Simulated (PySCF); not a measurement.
# Cl2Sm (Sm(Cl)2): the cost of one run

Method: several levels, as the steps say, no spin–orbit coupling; program: PySCF 2.14.0.

1 further run of the same task is left out (for a known fault of the program).

**1. The starting structure**

3 atoms, charge 0, spin multiplicity 1.

Bond lengths: Sm1–Cl2 2.630 Å, Sm1–Cl3 2.630 Å. Angles: Cl2–Sm1–Cl3 136.0°.

As a file:

```xyz
3
charge 0, multiplicity 1
Sm    0.0000    0.0000   -0.2535
Cl    2.4392    0.0000    0.7310
Cl   -2.4392    0.0000    0.7310
```

Formal oxidation states: Sm +2. Each metal's 6 4f electrons lie in its core potential, so multiplicities, spins and levels count the valence alone. An earlier session relaxed this geometry at PBE0, Sm lcecp-0-SVP with ECP52, Cl def2-SVP (singlet, point group C2v).

At PBE0 on the finer grid: E = -948.825643 Eh, frontier levels not given, since the 4f levels lie in the core, Mulliken charge on Sm1 +0.84 e, largest force component 0.003 eV/Å. 

Levels to run: CAM-B3LYP; revPBE; PBE0, TZVP. Hardware: 2 threads of AMD EPYC 9R45 (Zen 5), shared host.

**2. CAM-B3LYP**

File run.py (the lines that set the calculation):

```python
mol = gto.M(atom='''
Sm     0.00000     0.00000    -0.25346
Cl     2.43922     0.00000     0.73100
Cl    -2.43922     0.00000     0.73100''',
    basis={'Sm': 'lcecp-0-SVP', 'Cl': 'def2-SVP'},
    ecp={'Sm': 'lcecp-0-SVP'},
    charge=0, spin=0)
mf = dft.RKS(mol, xc='CAMB3LYP')
mf.grids.atom_grid = (75, 302)  # f atoms: unpruned, at least (60, 302)
mf = mf.density_fit()  # fitting sets: Sm AutoAux, Cl def2-universal-JKFIT
mf.conv_tol = 1e-08; mf.max_cycle = 55
mf.kernel(dm0)  # dm0: the density of the relaxed state
```

Launch:

```
$ OMP_NUM_THREADS=2 python run.py
```

**Question.** How long does this run take on 2 threads of AMD EPYC 9R45 (Zen 5), shared host?

About 1.8 s.
